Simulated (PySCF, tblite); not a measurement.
**C5H12O2Si2: geometry, infrared bands and NMR shifts**

Aim: predict the infrared bands and NMR shifts of C5H12O2Si2 (`O[SiH](O)[C@@H]1C[Si@@H]1C1CC1`).

Computed with tblite 0.8.0 and PySCF 2.14.0, with density-fitted response routines of our own, on a single molecule in the gas phase. Atoms count from 0, in the outputs and in this text.

### Step 1. Starting geometry

21 atoms, charge 0, multiplicity 1; geometry from: force field or distance geometry start.

Bonds of the start (Å): O0–Si1 1.73, Si1–O2 1.72, Si1–C3 1.86, C3–C4 1.52, C4–Si5 1.87, Si5–C6 1.87, C6–C7 1.53, C7–C8 1.49, Si5–C3 1.84, C8–C6 1.50, O0–H9 1.00, Si1–H10 1.46, O2–H11 0.98, C3–H12 1.10, C4–H13 1.12, C4–H14 1.11, Si5–H15 1.45, C6–H16 1.11, C7–H17 1.10, C7–H18 1.12, C8–H19 1.10, C8–H20 1.11.

### Step 2. Geometry optimisation with GFN2-xTB

What the job is given:

```
{"job": {"kind": "relax", "xc": "GFN2-xTB", "basis": "xTB"}, "charge": 0, "multiplicity": 1}
O     -1.498100     0.122100     1.891500
Si    -2.409800     0.447400     0.452600
O     -3.406800    -0.915900     0.133100
C     -1.321200     0.877300    -0.989900
C     -0.558000    -0.269900    -1.622000
Si     0.497100     1.032100    -0.782400
C      1.388200     0.295200     0.692500
C      2.318700    -0.831500     0.248100
C      2.878600     0.429300     0.819600
H     -2.142700     0.068400     2.650500
H     -3.267300     1.593800     0.736400
H     -3.010700    -1.512800    -0.529600
H     -1.827800     1.508900    -1.741200
H     -0.654800    -1.261200    -1.119400
H     -0.537200    -0.260800    -2.732200
H      1.279100     1.847400    -1.694600
H      0.856100     0.197900     1.659000
H      2.256200    -1.765000     0.834400
H      2.468100    -0.946200    -0.852900
H      3.385300     0.297000     1.791500
H      3.297900     1.218100     0.154500
```

Command:

```sh
$ OMP_NUM_THREADS=1 python probes_run.py task.json out
```

This one command runs all jobs of the session in turn.

**Question.** This job is followed by: GFN2-xTB harmonic vibrations, gas phase; GIAO PBE0/pcSseg-1 NMR shielding, non-relativistic, gas phase. What will the session give for the following? strongest single infrared mode (GFN2-xTB); zero-point energy (GFN2-xTB); 13C shifts against TMS (PBE0/pcSseg-1); 1H shifts against TMS (PBE0/pcSseg-1); 17O shifts against H2O (PBE0/pcSseg-1); 29Si shifts against TMS (PBE0/pcSseg-1).

As calculated:

| quantity | value |
| --- | --- |
| strongest single infrared mode (GFN2-xTB) | 2232 cm⁻¹, 391 km/mol |
| zero-point energy (GFN2-xTB) | 99.7 kcal/mol |
| 13C shifts against TMS (PBE0/pcSseg-1) | 3.7, 3.3, -1.2, -3.8, -6.3 ppm |
| 1H shifts against TMS (PBE0/pcSseg-1) | 5.45, 2.85, 1.53, 1.35, 0.81, 0.73, 0.71, 0.45, 0.23, 0.19, -0.09, -0.21 ppm |
| 17O shifts against H2O (PBE0/pcSseg-1) | 48.7, 48.4 ppm |
| 29Si shifts against TMS (PBE0/pcSseg-1) | -18.9, -104.6 ppm |

In words: Relaxing lowered the energy by 0.884 eV in 164 steps; the close pair that moved most is O0–Si1, from 1.734 to 1.624 Å. The lowest mode is slightly imaginary (19i cm⁻¹), a soft motion within the noise of the Hessian, so the minimum is not strictly shown. The strongest single mode, at 2232 cm⁻¹, moves mainly H10. Unscaled tight-binding wavenumbers are off by several per cent, some by more. Its intensities can rank the bands wrongly. At PBE0/pcSseg-1: Shielding is most anisotropic at Si5 (span 357 ppm, paramagnetic term -430 ppm).
